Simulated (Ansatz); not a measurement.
Relaxation of a periodic cell of 63 atoms, AlSi$_{62}$ (host Si, host structure diamond, dopant Al, one Si atom removed), to a largest force component of 0.03 eV/Å in at most 60 steps.

Computed with DFT PBE, scalar-relativistic, plane waves, PAW (Ansatz 0.2.0). Settings: PAW set soft_1, cutoff 420 eV, k mesh 1x1x1, gaussian smearing 0.05 eV, spin collinear.

```xyz
63
Lattice="10.8600 0.0000 0.0000 0.0000 10.8600 0.0000 0.0000 0.0000 10.8600" Properties=species:S:1:pos:R:3
Si 5.451 0.016 -0.040
Si 6.773 1.359 1.354
Si 8.164 2.711 0.058
Si 9.496 4.041 1.304
Si 8.101 -0.069 2.688
Si 9.480 1.354 4.053
Al 0.005 0.019 0.009
Si 2.736 2.759 -0.007
Si 4.083 4.022 1.338
Si 5.464 5.443 0.029
Si 6.754 6.775 1.369
Si 8.132 8.125 0.004
Si 9.526 9.488 1.385
Si 2.710 -0.008 2.726
Si 4.142 1.387 4.125
Si 5.403 2.702 2.769
Si 6.779 4.078 4.051
Si 8.114 5.404 2.724
Si 9.447 6.789 4.110
Si 5.409 0.044 5.468
Si 6.753 1.332 6.800
Si 8.143 2.727 5.381
Si 9.502 4.091 6.833
Si 8.171 0.011 8.139
Si 9.469 1.303 9.522
Si 0.025 5.454 0.010
Si 1.352 6.851 1.368
Si 2.739 8.176 -0.004
Si 4.053 9.472 1.328
Si 0.041 2.683 2.698
Si 1.333 4.046 4.098
Si 2.735 5.453 2.792
Si 4.061 6.827 4.099
Si 5.398 8.177 2.689
Si 6.787 9.554 4.037
Si -0.007 -0.027 5.455
Si 1.363 1.337 6.848
Si 2.712 2.717 5.455
Si 4.076 4.028 6.819
Si 5.449 5.432 5.478
Si 6.778 6.783 6.807
Si 8.064 8.175 5.405
Si 9.551 9.470 6.824
Si 2.743 -0.017 8.092
Si 4.083 1.341 9.488
Si 5.388 2.721 8.130
Si 6.816 4.044 9.510
Si 8.175 5.427 8.148
Si 9.458 6.781 9.510
Si 0.020 8.149 2.688
Si 1.361 9.494 4.065
Si 0.073 5.385 5.446
Si 1.301 6.815 6.772
Si 2.762 8.136 5.415
Si 4.113 9.502 6.814
Si 0.043 2.728 8.130
Si 1.357 4.072 9.478
Si 2.732 5.468 8.171
Si 4.065 6.748 9.502
Si 5.399 8.175 8.123
Si 6.778 9.490 9.539
Si -0.077 8.128 8.135
Si 1.358 9.495 9.481
```

Q: Where does it end, and by what steps?

A: The run converged. Limits of this set-up: coarse k mesh, a typed lattice constant that wasn't relaxed here. After 7 steps the energy has fallen by 1.696 eV; Al7 moved furthest, 1.13 Å. Joined: Al7–Si8 (3.87 → 2.78 Å), Al7–Si14 (3.83 → 2.77 Å), Al7–Si30 (3.79 → 2.77 Å).

```json
{"step": "0", "energy less start (eV)": "0.0000", "largest force component (eV/Å)": "1.746", "accepted": "yes"}
{"step": "1", "energy less start (eV)": "-1.3352", "largest force component (eV/Å)": "0.394", "accepted": "yes"}
{"step": "2", "energy less start (eV)": "-1.4800", "largest force component (eV/Å)": "0.188", "accepted": "yes"}
{"step": "3", "energy less start (eV)": "-1.5664", "largest force component (eV/Å)": "0.130", "accepted": "yes"}
{"step": "4", "energy less start (eV)": "-1.6193", "largest force component (eV/Å)": "0.120", "accepted": "yes"}
{"step": "5", "energy less start (eV)": "-1.6660", "largest force component (eV/Å)": "0.122", "accepted": "yes"}
{"step": "6", "energy less start (eV)": "-1.6936", "largest force component (eV/Å)": "0.032", "accepted": "yes"}
{"step": "7", "energy less start (eV)": "-1.6964", "largest force component (eV/Å)": "0.006", "accepted": "yes"}
```

```xyz
63
Lattice="10.8600 0.0000 0.0000 0.0000 10.8600 0.0000 0.0000 0.0000 10.8600" Properties=species:S:1:pos:R:3
Si 5.419 -0.012 -0.004
Si 6.775 1.344 1.351
Si 8.131 2.716 -0.007
Si 9.477 4.061 1.353
Si 8.132 -0.013 2.723
Si 9.477 1.346 4.069
Al 0.662 0.661 0.669
Si 2.562 2.561 -0.030
Si 3.971 3.971 1.306
Si 5.402 5.401 -0.001
Si 6.792 6.790 1.346
Si 8.223 8.222 0.040
Si 9.632 9.631 1.377
Si 2.561 -0.038 2.566
Si 3.969 1.299 3.975
Si 5.376 2.681 2.687
Si 6.740 4.042 4.050
Si 8.120 5.419 2.727
Si 9.474 6.773 4.081
Si 5.401 -0.006 5.406
Si 6.791 1.338 6.797
Si 8.120 2.720 5.427
Si 9.474 4.074 6.779
Si 8.223 0.034 8.229
Si 9.633 1.370 9.639
Si -0.011 5.418 -0.005
Si 1.345 6.774 1.351
Si 2.718 8.130 -0.007
Si 4.063 9.475 1.353
Si -0.036 2.559 2.566
Si 1.299 3.969 3.976
Si 2.681 5.375 2.687
Si 4.043 6.738 4.050
Si 5.421 8.118 2.727
Si 6.774 9.473 4.080
Si -0.010 -0.011 5.425
Si 1.345 1.343 6.782
Si 2.680 2.680 5.382
Si 4.043 4.042 6.745
Si 5.417 5.416 5.424
Si 6.778 6.777 6.784
Si 8.151 8.150 5.461
Si 9.513 9.512 6.824
Si 2.718 -0.014 8.138
Si 4.063 1.345 9.484
Si 5.421 2.719 8.125
Si 6.774 4.073 9.479
Si 8.151 5.453 8.157
Si 9.513 6.817 9.519
Si -0.013 8.131 2.723
Si 1.347 9.476 4.069
Si -0.005 5.401 5.407
Si 1.339 6.791 6.799
Si 2.721 8.119 5.428
Si 4.075 9.473 6.779
Si -0.013 2.716 8.138
Si 1.346 4.061 9.484
Si 2.720 5.419 8.126
Si 4.075 6.772 9.479
Si 5.454 8.150 8.157
Si 6.818 9.512 9.519
Si 0.034 8.223 8.230
Si 1.372 9.631 9.639
```

Whether the end is a true minimum wasn't checked by a vibrational analysis.

The run took 93 s on 4 threads of Arm Neoverse V1, with other jobs on the host, peak memory 1.6 GiB.
